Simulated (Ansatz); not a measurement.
**CH9AlSi2: vertical ionisation energy**

An exercise on one series of results from a longer session: the logs are not shown, and one member is left open.

Program: Ansatz 0.2.0, Gaussian basis. Level of theory: unrestricted cation, the program's frozen cores in correlated methods. These are calculated values, not measurements.

The runs, in order: UKS PBE-D4/def2-TZVPP; UKS r2SCAN-D4/def2-TZVPP; UKS PBE0-D4/def2-TZVPP; UKS B3LYP-D4/def2-TZVPP; UKS wB97X-V/def2-TZVPP; UKS wB97M-V/def2-TZVPP; UKS B2PLYP/def2-TZVPP; UHF-CCSD(T)/def2-TZVPP; UHF-MP2/def2-QZVPP; extrapolation to the limit; then −ε(HOMO) from the neutral's earlier runs with LDA (SPW92), PBE-D4, revPBE-D4, BLYP-D4, r2SCAN-D4, B97M-V, PBE0-D4, B3LYP-D4, r2SCANh-D4, r2SCAN0-D4, HSE06-D4, BHLYP-D4, CAM-B3LYP-D4, LC-ωPBE, ωB97X-V, ωB97M-V.

## Structure used throughout

An earlier PBE0-D4 in a triple-zeta def2 set relaxation fixed the geometry.

SMILES `[CH3][Al]([SiH3])[SiH3]`, 13 atoms, charge 0, spin multiplicity 1.

Atoms are counted from 1 here; the program's logs count them from 0.

Bond lengths: C1–Al2 1.956 Å, C1–H5 1.092 Å, C1–H6 1.096 Å, C1–H7 1.095 Å, Al2–Si3 2.464 Å, Al2–Si4 2.462 Å, Si3–H8 1.491 Å, Si3–H9 1.494 Å, Si3–H10 1.494 Å, Si4–H11 1.492 Å, Si4–H12 1.493 Å, Si4–H13 1.493 Å. Angles: Al2–C1–H5 113.4°, Al2–C1–H6 110.2°, Al2–C1–H7 110.6°, H5–C1–H6 108.0°, H5–C1–H7 108.2°, H6–C1–H7 106.2°, C1–Al2–Si3 118.5°, C1–Al2–Si4 122.5°, Si3–Al2–Si4 119.0°, Al2–Si3–H8 113.6°, Al2–Si3–H9 111.0°, Al2–Si3–H10 111.1°, H8–Si3–H9 107.1°, H8–Si3–H10 107.2°, H9–Si3–H10 106.5°, Al2–Si4–H11 114.1°, Al2–Si4–H12 110.7°, Al2–Si4–H13 110.7° and more.

Coordinates:

```xyz
13

C    -0.7812    1.8077   -0.8835
Al   -0.0946    0.1485   -0.1083
Si    1.6465    0.2958    1.6292
Si   -0.9098   -2.0697   -0.7981
H    -1.5258    1.6452   -1.6655
H    -1.2378    2.4283   -0.1043
H     0.0360    2.4010   -1.3078
H     2.0936   -1.0313    2.1402
H     1.1640    1.0805    2.8051
H     2.8588    1.0013    1.1157
H    -1.9623   -2.0301   -1.8543
H    -1.4794   -2.8080    0.3681
H     0.2125   -2.9039   -1.3216
```

The first run:

in.yaml reads:

```yaml
crystal:
  periodic: [false, false, false]
  atoms:
    - {symbol: C, position_ang: [-0.781212, 1.807703, -0.883549]}
    - {symbol: Al, position_ang: [-0.094595, 0.148480, -0.108264]}
    - {symbol: Si, position_ang: [1.646512, 0.295773, 1.629223]}
    - {symbol: Si, position_ang: [-0.909836, -2.069653, -0.798070]}
    - {symbol: H, position_ang: [-1.525818, 1.645220, -1.665536]}
    - {symbol: H, position_ang: [-1.237827, 2.428285, -0.104342]}
    - {symbol: H, position_ang: [0.035987, 2.401020, -1.307845]}
    - {symbol: H, position_ang: [2.093618, -1.031275, 2.140178]}
    - {symbol: H, position_ang: [1.164016, 1.080476, 2.805135]}
    - {symbol: H, position_ang: [2.858821, 1.001330, 1.115723]}
    - {symbol: H, position_ang: [-1.962327, -2.030131, -1.854313]}
    - {symbol: H, position_ang: [-1.479406, -2.807998, 0.368136]}
    - {symbol: H, position_ang: [0.212467, -2.903931, -1.321576]}
basis:
  gaussian: {orbitals: def2-TZVPP}
total_charge: 1
magnetization: {spin_polarized: true, initial_magnetization: 1}
hamiltonian: {xc: pbe, dispersion: d4}
```

Command:

```sh
> ansatz run in.yaml --threads 2 --pin off --events-out ev --progress --plain --max-ram 22528MiB --backend cuda --devices 0, --max-vram 18GiB
```

Among the steps run: Cation, UKS PBE-D4/def2-TZVPP; Cation, UKS r2SCAN-D4/def2-TZVPP; Cation, UKS PBE0-D4/def2-TZVPP; Cation, UKS B3LYP-D4/def2-TZVPP; Cation, UKS wB97X-V/def2-TZVPP; Cation, UKS wB97M-V/def2-TZVPP; Cation, UKS B2PLYP (frozen core)/def2-TZVPP; Cation, UHF-CCSD(T)/def2-TZVPP; Cation, UHF-MP2/def2-QZVPP.

One of the session's tables, all rows but one given; the rest of the session is left out.

Orbital estimates, from the neutral's runs:

```
  functional  −ε(HOMO) (eV)
 LDA (SPW92)           6.13
      PBE-D4           6.05
   revPBE-D4           6.02
     BLYP-D4           5.91
   r2SCAN-D4           6.27
      B97M-V           6.33
     PBE0-D4           7.06
    B3LYP-D4           6.87
  r2SCANh-D4           6.64
  r2SCAN0-D4           7.19
    HSE06-D4           6.67
    BHLYP-D4              ?
CAM-B3LYP-D4           8.27
     LC-ωPBE           9.53
     ωB97X-V           9.23
     ωB97M-V           8.97
```

**Question.** Estimate the row for BHLYP-D4.

Worked estimate for «−ε(HOMO) (eV)». Against the share of exact exchange, BLYP-D4 (0, 5.91), B3LYP-D4 (0.2, 6.87) give a slope of 4.80 per unit share; at 0.5 the line stands at 8.31.

As computed: −ε(HOMO) (eV): 7.96. In «−ε(HOMO) (eV)» the line misses by +0.35.
